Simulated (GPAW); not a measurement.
Crystal: ScF3.

```
Sc F
1.0
     4.01245    0.00000    0.00000
     0.00000    4.01245    0.00000
     0.00000    0.00000    4.01245
Sc F
1 3
Direct
  0.00000 0.00000 0.00000
  0.00000 0.00000 0.50000
  0.00000 0.50000 0.00000
  0.50000 0.00000 0.00000
```

Base run:

* Program: GPAW 26.7.0
* Functional: PBEsol
* Potentials or basis: PAW data sets generated in the run's folder for this functional
* Cutoff: 800 eV
* Basis: pw
* k mesh: 7 × 7 × 7
* Occupations: fermi-dirac, width 0.05 eV
* Spin: no spin polarisation
* Hubbard terms: Sc d U = 3 eV

Its results: band gap on the k mesh 7.26 eV, indirect (least direct gap 7.79 eV); pressure 2.5 GPa.

Task: The run is repeated on the same cell with these changes: hubbard terms from Sc d U = 3 eV to Sc d U = 1 eV. What comes out?

Result: Band gap on the k mesh 6.61 eV, indirect (least direct gap 7.12 eV); pressure 0.5 GPa.

A k mesh can miss the band edges.

Not every run made on this cell is shown here.
